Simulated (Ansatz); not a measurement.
# SiH₂Br (doublet): the correlation ladder at distance Br1–H2 along a hydrogen transfer = 2.114 Å, cc-pVDZ

Aim: climb from Hartree-Fock through coupled cluster and multireference methods for SiH₂Br (doublet) at one geometry and basis, and see what each rung misses.

Program: Ansatz 0.2.0, Gaussian basis. Level of theory: cc-pVDZ, core rule «outside noble gas», up to 19 orbitals frozen. These are calculated values, not measurements.

Plan: UHF; CCSD(T) on ROHF; CCSD(T) on UHF; BCCD(T) on ROHF; CISD; CCSDT(Q) on ROHF; CCSDT(Q) on UHF; CASSCF and MRCISD+Q, 3 electrons in 3 orbitals; CASSCF and NEVPT2, 3 electrons in 3 orbitals; CASSCF and MRCISD+Q, 13 electrons in 10 orbitals; CASSCF and NEVPT4(SD), 13 electrons in 10 orbitals; CASSCF and NEVPT2, 13 electrons in 10 orbitals.

10 further runs of the same task are left out: 8 that didn't finish, 2 set aside as unsound or not needed.

### Step 1. The system

The geometry derives from fragments relaxed apart (PBE0/def2-TZVP) and kept rigid, so it is no stationary point. A hydrogen atom is moved between rigid fragments. No spin-orbit coupling is included. The filled d shell of Br may be among the frozen orbitals whatever the setting's name suggests; the logs give the count.

4 atoms, charge 0, spin multiplicity 2.

Atoms are counted from 1 here; the program's logs count them from 0.

Bond lengths: H2–Si3 1.556 Å, Si3–H4 1.532 Å. Angles: H2–Si3–H4 105.0°.

### Step 2. UHF

in.yaml reads:

```yaml
crystal:
  periodic: [false, false, false]
  atoms:
    - {symbol: Br, position_ang: [-2.462609, 0.369878, 0.000000]}
    - {symbol: H, position_ang: [-0.348609, 0.369878, 0.000000]}
    - {symbol: Si, position_ang: [1.207391, 0.369878, 0.000000]}
    - {symbol: H, position_ang: [1.603826, -1.109635, 0.000000]}
basis:
  gaussian: {orbitals: cc-pVDZ}
magnetization: {spin_polarized: true, initial_magnetization: 1}
hamiltonian: {xc: hf}
output: {orbitals: {seedname: orbitals}}
```

Started as:

```console
$ ansatz run in.yaml --threads 1 --pin off --events-out ev --progress --plain --max-ram 2393MiB
```

Further steps of the session: CCSD(T) on ROHF; CCSD(T) on UHF; BCCD(T) on ROHF; CISD; CCSDT(Q) on ROHF; CCSDT(Q) on UHF; CASSCF and MRCISD+Q, 3 electrons in 3 orbitals; CASSCF and NEVPT2, 3 electrons in 3 orbitals; CASSCF and MRCISD+Q, 13 electrons in 10 orbitals; CASSCF and NEVPT4(SD), 13 electrons in 10 orbitals; CASSCF and NEVPT2, 13 electrons in 10 orbitals.

Q: Predict the results of all the runs planned. Wanted: UCCSDT(Q) below the RHF energy; RMP2 from UCCSDT(Q); UMP2 from UCCSDT(Q); RCCSD from UCCSDT(Q); RCCSD(T) from UCCSDT(Q); UCCSD(T) from UCCSDT(Q); RCCSDT(Q) from UCCSDT(Q); NEVPT2 pair from UCCSDT(Q); NEVPT2 valence from UCCSDT(Q).

The runs gave:

| quantity | value |
| --- | --- |
| UCCSDT(Q) below the RHF energy | -6.5881 eV |
| RMP2 from UCCSDT(Q) | +1291.2 meV |
| UMP2 from UCCSDT(Q) | +1433.9 meV |
| RCCSD from UCCSDT(Q) | +158.7 meV |
| RCCSD(T) from UCCSDT(Q) | +39.1 meV |
| UCCSD(T) from UCCSDT(Q) | +48.7 meV |
| RCCSDT(Q) from UCCSDT(Q) | +0.6 meV |
| NEVPT2 pair from UCCSDT(Q) | +1193.0 meV |
| NEVPT2 valence from UCCSDT(Q) | +1369.2 meV |
| NEVPT4(SD) valence from UCCSDT(Q) | +181.5 meV |
| levels within 1 kcal/mol (43 meV) | RCCSD(T), BCCD(T), RCCSDT, UCCSDT, RCCSDT(Q) |
| T1 diagnostic | 0.030 |
| effectively unpaired electrons | 1.07 |

What this shows: RCCSD(T) misses by +39.1 meV, 0.6 % of the correlation energy. One determinant dominates. Of the multireference levels listed MRCISD+Q valence comes nearest in total energy (+61.1 meV), which doesn't show that its space is the better one. These misses are within one basis, not against nature; the frozen cores of restricted and unrestricted runs differ, which can shift their rows.
